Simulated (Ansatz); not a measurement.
**GeH4F radical (built from SMILES [F][GeH3].[H]): a saddle search**

Does the minimum-mode search get back to a saddle from here?

Method: PBE-D4/def2-SVP, unrestricted; program: Ansatz 0.2.0, Gaussian basis.

## 1. The system as given

The start, a known saddle point with all atoms moved at random by about 0.06 Å a coordinate: 6 atoms, charge 0, spin multiplicity 2.

Atoms are counted from 1 here; the program's logs count them from 0.

Bond lengths: F1–Ge2 1.943 Å, Ge2–H3 1.748 Å, Ge2–H4 1.461 Å, Ge2–H5 1.602 Å, Ge2–H6 1.486 Å. Angles: F1–Ge2–H3 44.1°, F1–Ge2–H4 97.9°, F1–Ge2–H5 130.2°, F1–Ge2–H6 97.5°, H3–Ge2–H4 117.0°, H3–Ge2–H5 86.1°, H3–Ge2–H6 113.8°, H4–Ge2–H5 107.9°, H4–Ge2–H6 120.5°, H5–Ge2–H6 104.4°.

Geometry (Å):

```
atom     x (Å)     y (Å)     z (Å)
  F1  -1.28801  -0.14249  -1.03666
 Ge2   0.07545   0.13732   0.31858
  H3   0.04220  -0.46098  -1.32401
  H4  -0.11810   1.57349   0.50520
  H5   1.65228  -0.14415   0.27215
  H6  -0.44410  -0.83039   1.31956
```

## 2. The search

File run/in.yaml:

```yaml
crystal:
  periodic: [false, false, false]
  atoms:
    - {symbol: F, position_ang: [-1.288013, -0.142486, -1.036665]}
    - {symbol: Ge, position_ang: [0.075452, 0.137318, 0.318579]}
    - {symbol: H, position_ang: [0.042202, -0.460983, -1.324008]}
    - {symbol: H, position_ang: [-0.118098, 1.573490, 0.505202]}
    - {symbol: H, position_ang: [1.652276, -0.144150, 0.272146]}
    - {symbol: H, position_ang: [-0.444099, -0.830389, 1.319559]}
basis:
  gaussian: {orbitals: def2-SVP}
magnetization: {spin_polarized: true, initial_magnetization: 1}
hamiltonian: {xc: pbe, dispersion: d4}
saddle:
  f_tol: 0.05
  max_steps: 40
  mode_guess:
    - [0.0326, -0.1735, -0.4647]
    - [0.3430, -0.0048, 0.1241]
    - [-0.6547, 0.1688, 0.2012]
    - [0.0084, -0.0404, -0.0335]
    - [0.2558, 0.0426, 0.2224]
    - [0.0150, 0.0073, -0.0495]
```

Started as:

```sh
$ ansatz run in.yaml --threads 2 --pin off --events-out ev --progress --plain --max-ram 4352MiB
```

Before running it: what results should come out? Wanted: energy change; last largest force; RMSD from the start; RMSD from the known saddle.

The runs gave:

| quantity | value |
| --- | --- |
| steps | 21 |
| energy change | -17.9 kJ/mol |
| last largest force | 0.0104 eV/Å |
| RMSD from the start | 0.382 Å |
| RMSD from the known saddle | 0.391 Å |

What this shows: It converged in 21 steps at a force tolerance of 0.05 eV/Å. It ended on another point than the known saddle.
